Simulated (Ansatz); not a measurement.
# CH4OSSi: the cost of one run

Method: RKS PBE-D4/def2-SVP, in Ansatz 0.2.0.

### Step 1. The system as given

Bond lengths: C1–O2 1.395 Å, O2–Si3 1.640 Å, Si3–S4 2.225 Å, C1–H5 1.064 Å, C1–H6 1.160 Å, C1–H7 1.115 Å, S4–H8 1.357 Å. Angles: C1–O2–Si3 117.4°, O2–C1–H5 115.7°, O2–C1–H6 107.2°, O2–C1–H7 112.6°, H5–C1–H6 105.8°, H5–C1–H7 111.2°, H6–C1–H7 103.3°, O2–Si3–S4 107.2°, Si3–S4–H8 93.5°.

Structure file:

```xyz
8

C    -0.4605    1.0624   -0.0290
O    -0.9112   -0.2574    0.0138
Si   -0.1913   -1.2648    1.0886
S     1.7147   -1.9526    0.1694
H     0.5425    1.1964   -0.3587
H    -1.1224    1.6260   -0.7964
H    -0.6491    1.6113    0.9231
H     1.1693   -2.0784   -1.0666
```

### Step 2. Relaxing end A

File input.yaml:

```yaml
crystal:
  periodic: [false, false, false]
  atoms:
    - { symbol: C, position_ang: [-0.4605, 1.0624, -0.029] }
    - { symbol: O, position_ang: [-0.9112, -0.2574, 0.0138] }
    - { symbol: Si, position_ang: [-0.1913, -1.2648, 1.0886] }
    - { symbol: S, position_ang: [1.7147, -1.9526, 0.1694] }
    - { symbol: H, position_ang: [0.5425, 1.1964, -0.3587] }
    - { symbol: H, position_ang: [-1.1224, 1.626, -0.7964] }
    - { symbol: H, position_ang: [-0.6491, 1.6113, 0.9231] }
    - { symbol: H, position_ang: [1.1693, -2.0784, -1.0666] }
basis:
  gaussian: { orbitals: def2-SVP }
hamiltonian:
  xc: pbe
  dispersion: d4
relax:
  f_tol: 0.015
  max_steps: 40
```

Run with:

```
$ ansatz run input.yaml --threads 1 --pin off --max-ram 2048MiB --backend cpu --events-out ev --progress --plain --runs-dir out
```

**Question.** How long does this run take on 1 thread of Arm Neoverse V1, shared host, and how much memory does it need?

About 94 s, with a peak of 0.14 GiB.
